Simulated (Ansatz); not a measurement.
# MoPdRu2 (P-6m2) in Ansatz: notebook

One crystal, MoPdRu2, is run at these levels: PBEsol; tasks: single point.

Program: Ansatz 0.2.0. These are calculated values, not measurements. Logs are shortened: lines on timing, memory, paths and dates and some standing lists are left out, and cuts for length are marked.

### Step 1. The structure

Symmetry: P-6m2, No. 187, hexagonal system. The conventional cell has a = 2.773 Å, b = 2.773 Å, c = 8.895 Å, α = 90.00°, β = 90.00°, γ = 120.00°. Around Pd (site symmetry -6m2) lie 6 Pd at 2.77 Å and 6 Ru at 2.80 Å. Ru (site symmetry 3m) is surrounded by 3 Mo at 2.68 Å and 6 Ru at 2.77 Å and 3 Pd at 2.80 Å. Mo (site symmetry -6m2) is surrounded by 6 Ru at 2.68 Å and 6 Mo at 2.77 Å.

The cell comes from a database or a generator and needn't be the stable form of this composition.

### Step 2. Single point, PBEsol, 13.92 Å³/atom (volume scaled by 0.94)

input.yaml reads:

```yaml
crystal:
  lattice:
    - [2.716818014, 0.0, 0.0]
    - [-1.3584090069, 2.3528334175, 0.0]
    - [0.0, 0.0, 8.7130853777]
  atoms:
    - { symbol: Pd, position: [0.0, 0.0, 0.5] }
    - { symbol: Ru, position: [0.6666666667, 0.3333333333, 0.757849] }
    - { symbol: Ru, position: [0.6666666667, 0.3333333333, 0.242151] }
    - { symbol: Mo, position: [0.0, 0.0, 0.0] }
kpoints:
  mp_grid: { grid: [11, 11, 3] }
scf:
  occupations: { method: fermi_dirac, width: 0.05 }
hamiltonian:
  xc: pbesol
  pseudopotentials: { kind: all_electron, lapw: { basis_error: 0.001 } }
output:
  forces: true
  stress: true
  eigenvalues: true
```

Potentials or basis: all-electron LAPW, scalar-relativistic.

Launch:

```
$ ansatz run input.yaml --threads 2 --pin off --max-ram 8192MiB --backend cpu --events-out ev --progress --plain --runs-dir out
```

Standard output:

```text
Warning: RAYON_NUM_THREADS=2 ignored (pool sized by the plan → 2); use --threads N
LAPW: plane waves up to 8.549 Å⁻¹, error target 1.0e-3 eV per atom; small_component_spin mean_spin; Mo in spheres of 1.299 Å, 30 of its electrons in bands, Dirac shells []; Ru in spheres of 1.330 Å, 26 of its electrons in bands, Dirac shells []; Pd in spheres of 1.349 Å, 28 of its electrons in bands, Dirac shells [] (how accurate: hamiltonian.pseudopotentials.lapw.basis_error, Limitations)
Engine: ansatz 0.2.0, aarch64-unknown-linux-gnu
Pseudopotentials: kind: all_electron
Pseudopotential: Pd, LAPW, valence charge 28, lapw/all_electron/scalar/gaussian/Pd, Koelling and Harmon's equation, gaussian nucleus
Pseudopotential: Ru, LAPW, valence charge 26, lapw/all_electron/scalar/gaussian/Ru, Koelling and Harmon's equation, gaussian nucleus
Pseudopotential: Mo, LAPW, valence charge 30, lapw/all_electron/scalar/gaussian/Mo, Koelling and Harmon's equation, gaussian nucleus
Functional definition: PBEsol
  exchange = pbesol_x
  correlation = pbesol_c
Crystal: 4 atoms, lattice volume = 55.696 Å³
Basis set: ecut = 278.4712950281515 eV, 599 PW (Γ), exchange–correlation at level 2
Bands: 66, of which v1, the nominal top of the filled ones, is band 55 counted from 1 (54 counted from 0)
Symmetry: 12 space group operations
Space group: P-6m2 (ITA 187), of the structure as read, at distance tolerance 3.8e-5 Å
k-points: 32 of 363 (time reversal used)
Non-local potential: Pd, projectors of the file, none
Non-local potential: Ru, projectors of the file, none
Non-local potential: Mo, projectors of the file, none
Initial density: superposition of atomic densities (chi_scale 0.1, normalization cell, long waves kept (reshape's long-wave potential 0.15 eV rms))
Initial wavefunctions: plane waves of lowest kinetic energy (no species holds an atomic orbital)
Functional: x = pbesol(κ = 0.804, μ = 0.12345679012345678), c = pbesol(β = 0.046)
SCF iter   1: F=—  HF=-493835.674209 eV  |F-HF|=—  |Δ(HF+E_count)|=         —  Δρ=1.73e-1  dr2=1.63e2  ethr=1.00e-1  ⟨swp⟩=2.9  Hψ=8644  notcnv=0
preconditioner: auto → Kerker (q_TF=auto, 3.056 Å⁻¹)  [metal: Δε(μ)=0.015 eV  Ē_g=8.518 eV  σ=0.050 eV  W_gap=0.08  n_scr=38 (ndim 8)  ℏωp=28.1 eV  f_vac=0.000  D(μ)=4.08/eV (n_scr^D=52)]
SCF iter   2: F=—  HF=-493846.343897 eV  |F-HF|=—  |Δ(HF+E_count)|=    1.07e1  Δρ=1.04e-1  dr2=2.86e1  ethr=1.00e-1  ⟨swp⟩=2.2  Hψ=5683  notcnv=0
SCF iter   3: F=—  HF=-493827.923113 eV  |F-HF|=—  |Δ(HF+E_count)|=    1.84e1  Δρ=5.22e-2  dr2=5.18e0  ethr=2.60e-2  ⟨swp⟩=2.0  Hψ=5824  notcnv=0
SCF iter   4: F=—  HF=-493827.263635 eV  |F-HF|=—  |Δ(HF+E_count)|=   6.59e-1  Δρ=7.55e-2  dr2=3.81e1  ethr=4.71e-3  ⟨swp⟩=2.3  Hψ=6355  notcnv=0  recentre
iter 5 solved again at ethr=1.82e-4 eV; its pass at ethr=4.71e-3 eV (dr2=2.00e-1 eV) is discarded
SCF iter   5: F=—  HF=-493825.756297 eV  |F-HF|=—  |Δ(HF+E_count)|=    1.51e0  Δρ=1.73e-2  dr2=2.00e-1  ethr=1.82e-4  ⟨swp⟩=2.0  Hψ=10168  notcnv=0
SCF iter   6: F=—  HF=-493825.687360 eV  |F-HF|=—  |Δ(HF+E_count)|=         —  Δρ=2.54e-2  dr2=3.99e0  ethr=1.82e-4  ⟨swp⟩=2.0  Hψ=6553  notcnv=0
the basis was enlarged: its passes take 772.5 KiB over the memory plan, 2 of 2 planned eigensolver slots
SCF iter   7: F=—  HF=-493825.537257 eV  |F-HF|=—  |Δ(HF+E_count)|=   1.50e-1  Δρ=1.05e-2  dr2=6.75e-1  ethr=1.82e-4  ⟨swp⟩=2.0  Hψ=5857  notcnv=0
SCF iter   8: F=—  HF=-493825.530197 eV  |F-HF|=—  |Δ(HF+E_count)|=   7.06e-3  Δρ=1.19e-2  dr2=6.15e-1  ethr=1.82e-4  ⟨swp⟩=2.0  Hψ=5543  notcnv=0
SCF iter   9: F=—  HF=-493825.501388 eV  |F-HF|=—  |Δ(HF+E_count)|=   2.88e-2  Δρ=6.15e-3  dr2=1.71e-1  ethr=1.82e-4  ⟨swp⟩=2.0  Hψ=5510  notcnv=0
SCF iter  10: F=—  HF=-493825.495538 eV  |F-HF|=—  |Δ(HF+E_count)|=   5.85e-3  Δρ=4.10e-3  dr2=7.97e-2  ethr=1.55e-4  ⟨swp⟩=2.0  Hψ=5653  notcnv=0
SCF iter  11: F=—  HF=-493825.489209 eV  |F-HF|=—  |Δ(HF+E_count)|=   6.33e-3  Δρ=9.17e-4  dr2=3.51e-3  ethr=7.24e-5  ⟨swp⟩=2.0  Hψ=6057  notcnv=0
SCF iter  12: F=—  HF=-493825.488896 eV  |F-HF|=—  |Δ(HF+E_count)|=   3.13e-4  Δρ=4.59e-4  dr2=6.79e-4  ethr=3.19e-6  ⟨swp⟩=2.0  Hψ=6243  notcnv=0
SCF iter  13: F=—  HF=-493825.488866 eV  |F-HF|=—  |Δ(HF+E_count)|=   3.00e-5  Δρ=3.33e-4  dr2=3.70e-4  ethr=6.17e-7  ⟨swp⟩=2.0  Hψ=6243  notcnv=0
SCF iter  14: F=—  HF=-493825.488831 eV  |F-HF|=—  |Δ(HF+E_count)|=   3.51e-5  Δρ=1.41e-4  dr2=3.92e-5  ethr=3.36e-7  ⟨swp⟩=2.0  Hψ=6243  notcnv=0
SCF iter  15: F=—  HF=-493825.488824 eV  |F-HF|=—  |Δ(HF+E_count)|=   6.69e-6  Δρ=2.39e-5  dr2=7.31e-7  ethr=3.56e-8  ⟨swp⟩=2.0  Hψ=6243  notcnv=0
SCF iter  16: F=—  HF=-493825.488824 eV  |F-HF|=—  |Δ(HF+E_count)|=   3.31e-8  Δρ=1.53e-5  dr2=6.35e-7  ethr=6.64e-10  ⟨swp⟩=2.0  Hψ=6243  notcnv=0
SCF iter  17: F=-493825.488824 eV  HF=-493825.488824 eV  |F-HF|=9.26e-8  |Δ(HF+E_count)|=   3.51e-8  Δρ=3.79e-6  dr2=5.47e-8  ethr=5.77e-10  ⟨swp⟩=2.0  Hψ=6243  notcnv=0
SCF 1 converged in 17 iterations: F = -493825.488824 eV  dr2 = 5.47e-8
SCF converged after 17 iterations
Free energy (F): -493825.488824 eV
Harris-Foulkes:  -493825.488824 eV  (|F-HF|=9.26e-8)
Internal energy: -493825.443456 eV  (E = F + TS)
E sigma→0 (E₀):  -493825.466140 eV
Entropy (-TS):   -0.045368 eV (-11.342 meV/atom)
Fermi energy:    24.656132 eV
--- Per-component energies (eV) ---
  E_band       = -12034.519514
  E_kinetic    = 513602.649448
  E_xc         = -14326.429490
  E_electrostatic = -993101.663413  (all electrons and nuclei)
  E_smearing   = -0.045368  (= −TS)
  E_closure    = 0.000000  (closes the sum)
  E_atoms      = -493789.292875  (free atoms, spherical and without spin; not in F)
  Σ components = -493825.488824   (vs F -493825.488824, Δ=0.00e0)
  Basis errors (estimates in eV, not in F): energy 2.5e-4 per atom: plane waves 2.0e-4 (1.0e-4 summed), levels above the bands 8.9e-101, relativity 2.1e-8, radial functions 4.6e-5, core shells 1.2e-6; eigenvalues (radial functions only) 1.7e-6; not estimated: angular momenta, meshes, grids; target (lapw.basis_error) 1.0e-3; muffin-tin radii Mo 1.299 Å, Ru 1.330 Å, Pd 1.349 Å
--- Forces (eV/Å), atoms counted from 1 ---
  atom   1  Pd     0.00000000    -0.00000000     0.00000000
  atom   2  Ru    -0.00000000     0.00000000    -0.25420992
  atom   3  Ru    -0.00000000     0.00000000     0.25420992
  atom   4  Mo     0.00000000    -0.00000000     0.00000000
  max |Σ_I F_I| component: 4.63e-18 eV/Å
--- Stress (GPa, compression-positive) ---
        5.630571      -0.000000       0.000000
       -0.000000       5.630571       0.000000
        0.000000       0.000000       3.944843
  P = ⅓ Tr σ = 5.0687 GPa (50.687 kbar)
--- Band table (eV; the first three rows and the last of 32) ---
  k-point 0: bands = ["-350.2267", "-350.2090", "-350.2090", "-300.3214", "-300.2921", "-300.2921", "-300.2443", "-300.2443", "-244.6595", "-244.6595", "-244.6595", "-244.6595", "-244.6233", "-244.6233", "-244.6140", "-244.6140", "-244.6140", "-244.6140", "-192.3852", "-192.3852", "-192.3784", "-192.3666", "-192.3666", "-59.9368", "-47.8147", "-47.8145", "-35.9002", "-25.7783", "-25.4463", "-25.4463", "-17.8385", "-17.8081", "-17.4691", "-17.4691", "-17.4686", "-17.4686", "-10.0526", "-9.2227", "-9.2227", "17.0153", "18.6837", "18.9041", "19.1524", "21.4116", "21.4561", "21.4561", "22.1712", "22.1712", "22.2301", "22.6674", "22.6674", "23.1532", "23.1532", "23.4378", "23.5531", "23.5531", "24.8663", "24.8663", "25.9101", "25.9101", "26.1926", "27.8997", "27.8997", "34.2405", "38.3184", "39.0021"]
  k-point 1: bands = ["-350.2267", "-350.2090", "-350.2090", "-300.3214", "-300.2921", "-300.2921", "-300.2443", "-300.2443", "-244.6595", "-244.6595", "-244.6595", "-244.6595", "-244.6233", "-244.6233", "-244.6140", "-244.6140", "-244.6140", "-244.6140", "-192.3852", "-192.3852", "-192.3784", "-192.3666", "-192.3666", "-59.9368", "-47.8149", "-47.8143", "-35.9002", "-25.7782", "-25.4463", "-25.4463", "-17.8460", "-17.8005", "-17.4692", "-17.4692", "-17.4684", "-17.4684", "-10.0527", "-9.2227", "-9.2227", "17.2956", "18.1273", "18.8814", "19.2023", "21.4056", "21.4506", "21.4506", "22.1842", "22.1842", "22.5723", "22.5723", "22.7937", "23.3329", "23.3329", "23.5529", "23.5529", "23.7739", "24.6997", "24.6997", "25.2928", "25.9693", "25.9693", "27.9214", "27.9214", "35.2160", "38.0266", "39.0041"]
  k-point 2: bands = ["-350.2267", "-350.2090", "-350.2090", "-300.3214", "-300.2921", "-300.2921", "-300.2443", "-300.2443", "-244.6595", "-244.6595", "-244.6595", "-244.6595", "-244.6233", "-244.6233", "-244.6140", "-244.6140", "-244.6140", "-244.6140", "-192.3852", "-192.3852", "-192.3784", "-192.3666", "-192.3666", "-59.9334", "-47.8066", "-47.8064", "-35.8812", "-25.7742", "-25.4757", "-25.4534", "-17.8285", "-17.8006", "-17.5283", "-17.5281", "-17.4830", "-17.4825", "-10.0367", "-9.3448", "-9.2503", "17.3133", "18.9127", "19.1768", "19.4451", "21.2259", "21.3320", "21.5525", "21.6360", "22.2963", "22.4798", "22.4847", "22.9071", "22.9814", "23.1252", "23.2975", "23.6640", "23.7411", "24.2713", "24.8255", "25.9495", "26.0419", "26.0934", "27.9232", "29.0407", "34.2986", "38.9454", "39.3508"]
  k-point 31: bands = ["-350.2267", "-350.2090", "-350.2090", "-300.3214", "-300.2921", "-300.2921", "-300.2443", "-300.2443", "-244.6595", "-244.6595", "-244.6595", "-244.6595", "-244.6233", "-244.6233", "-244.6140", "-244.6140", "-244.6140", "-244.6140", "-192.3852", "-192.3852", "-192.3784", "-192.3666", "-192.3666", "-59.8883", "-47.7000", "-47.7000", "-35.6272", "-25.7346", "-25.7215", "-25.6643", "-18.0472", "-18.0392", "-17.9039", "-17.9006", "-17.7069", "-17.6930", "-10.3684", "-10.0909", "-9.8287", "19.6291", "19.8672", "20.3363", "20.3919", "20.6129", "20.7516", "20.9437", "21.2355", "22.0470", "22.2325", "22.4141", "22.5474", "23.1457", "23.8127", "24.5642", "24.9076", "26.2750", "26.4344", "26.5759", "27.9939", "30.7959", "31.4383", "32.3754", "33.2638", "33.3944", "35.0078", "35.9711"]
```

Wall time 57 s (2 threads of Arm Neoverse V1, shared host); peak memory 0.58 GiB.

What came out:

| Item | Value |
| --- | --- |
| Free energy | -493825.4888 eV |
| Pressure | 5.1 GPa |
| Largest force | 0.254 eV/Å |
| Band gap on the k mesh | none (metal or under the smearing width) |

### Step 3. Single point, PBEsol, 14.22 Å³/atom (volume scaled by 0.96)

input.yaml: that of step 2 with these lines changed.

```diff
@@ -2,5 +2,5 @@
   lattice:
-    - [2.716818014, 0.0, 0.0]
-    - [-1.3584090069, 2.3528334175, 0.0]
-    - [0.0, 0.0, 8.7130853777]
+    - [2.7359511656, 0.0, 0.0]
+    - [-1.3679755827, 2.3694032128, 0.0]
+    - [0.0, 0.0, 8.7744471556]
   atoms:
```

Potentials or basis: all-electron LAPW, scalar-relativistic.

Launch:

```
$ ansatz run input.yaml --threads 2 --pin off --max-ram 8192MiB --backend cpu --events-out ev --progress --plain --runs-dir out
```

Wall time 59 s (2 threads of Arm Neoverse V1, shared host); peak memory 0.59 GiB.

The run converged. Its results:

- Free energy: -493825.5032 eV
- Pressure: -1.1 GPa
- Largest force: 0.134 eV/Å
- Band gap on the k mesh: none (metal or under the smearing width)

### Step 4. Single point, PBEsol, 14.52 Å³/atom (volume scaled by 0.98)

input.yaml: that of step 3 with these lines changed.

```diff
@@ -2,5 +2,5 @@
   lattice:
-    - [2.7359511656, 0.0, 0.0]
-    - [-1.3679755827, 2.3694032128, 0.0]
-    - [0.0, 0.0, 8.7744471556]
+    - [2.7548203906, 0.0, 0.0]
+    - [-1.3774101952, 2.385744441, 0.0]
+    - [0.0, 0.0, 8.8349624966]
   atoms:
```

Launch:

```
$ ansatz run input.yaml --threads 2 --pin off --max-ram 8192MiB --backend cpu --events-out ev --progress --plain --runs-dir out
```

Run time: 56 s. Hardware: 2 threads of Arm Neoverse V1, shared host; peak memory 0.59 GiB.

It converged, with:

```
Free energy            : -493825.4749 eV
Pressure               : -6.5 GPa
Largest force          : 0.021 eV/Å
Band gap on the k mesh : none (metal or under the smearing width)
```

### Step 5. Single point, PBEsol, 14.81 Å³/atom

input.yaml: that of step 4 with these lines changed.

```diff
@@ -2,5 +2,5 @@
   lattice:
-    - [2.7548203906, 0.0, 0.0]
-    - [-1.3774101952, 2.385744441, 0.0]
-    - [0.0, 0.0, 8.8349624966]
+    - [2.7734346065, 0.0, 0.0]
+    - [-1.3867173032, 2.4018648249, 0.0]
+    - [0.0, 0.0, 8.89466]
   atoms:
```

Launch:

```
$ ansatz run input.yaml --threads 2 --pin off --max-ram 8192MiB --backend cpu --events-out ev --progress --plain --runs-dir out
```

It took 55 s on 2 threads of Arm Neoverse V1, shared host; peak memory 0.59 GiB.

The run converged. Its results:

* Free energy: -493825.4087 eV
* Pressure: -11.3 GPa
* Largest force: 0.087 eV/Å
* Band gap on the k mesh: none (metal or under the smearing width)

### Step 6. Single point, PBEsol, 15.11 Å³/atom (volume scaled by 1.02)

input.yaml: that of step 5 with these lines changed.

```diff
@@ -2,5 +2,5 @@
   lattice:
-    - [2.7734346065, 0.0, 0.0]
-    - [-1.3867173032, 2.4018648249, 0.0]
-    - [0.0, 0.0, 8.89466]
+    - [2.7918022584, 0.0, 0.0]
+    - [-1.3959011291, 2.417771678, 0.0]
+    - [0.0, 0.0, 8.9535667498]
   atoms:
```

Potentials or basis: all-electron LAPW, scalar-relativistic.

Launch:

```
$ ansatz run input.yaml --threads 2 --pin off --max-ram 8192MiB --backend cpu --events-out ev --progress --plain --runs-dir out
```

Run time: 58 s. Hardware: 2 threads of Arm Neoverse V1, shared host; peak memory 0.58 GiB.

Results (log left out):

```yaml
Free_energy: -493825.3090 eV
Pressure: -15.6 GPa
Largest_force: 0.188 eV/Å
Band_gap_on_the_k_mesh: none (metal or under the smearing width)
```

### Step 7. Single point, PBEsol, 15.41 Å³/atom (volume scaled by 1.04)

input.yaml: that of step 6 with these lines changed.

```diff
@@ -2,5 +2,5 @@
   lattice:
-    - [2.7918022584, 0.0, 0.0]
-    - [-1.3959011291, 2.417771678, 0.0]
-    - [0.0, 0.0, 8.9535667498]
+    - [2.8099313525, 0.0, 0.0]
+    - [-1.4049656762, 2.4334719341, 0.0]
+    - [0.0, 0.0, 9.0117084228]
   atoms:
```

Launch:

```
$ ansatz run input.yaml --threads 2 --pin off --max-ram 8192MiB --backend cpu --events-out ev --progress --plain --runs-dir out
```

Run time: 55 s. Hardware: 2 threads of Arm Neoverse V1, shared host; peak memory 0.59 GiB.

Results (log left out):

| Item | Value |
| --- | --- |
| Free energy | -493825.1795 eV |
| Pressure | -19.4 GPa |
| Largest force | 0.284 eV/Å |
| Band gap on the k mesh | none (metal or under the smearing width) |

### Step 8. Single point, PBEsol, 15.70 Å³/atom (volume scaled by 1.06)

input.yaml: that of step 7 with these lines changed.

```diff
@@ -2,5 +2,5 @@
   lattice:
-    - [2.8099313525, 0.0, 0.0]
-    - [-1.4049656762, 2.4334719341, 0.0]
-    - [0.0, 0.0, 9.0117084228]
+    - [2.8278294869, 0.0, 0.0]
+    - [-1.4139147434, 2.4489721732, 0.0]
+    - [0.0, 0.0, 9.0691093871]
   atoms:
```

Launch:

```
$ ansatz run input.yaml --threads 2 --pin off --max-ram 8192MiB --backend cpu --events-out ev --progress --plain --runs-dir out
```

Wall time 55 s (2 threads of Arm Neoverse V1, shared host); peak memory 0.59 GiB.

It converged, with:

| Property | Result |
| --- | --- |
| Free energy | -493825.0238 eV |
| Pressure | -22.7 GPa |
| Largest force | 0.375 eV/Å |
| Band gap on the k mesh | none (metal or under the smearing width) |
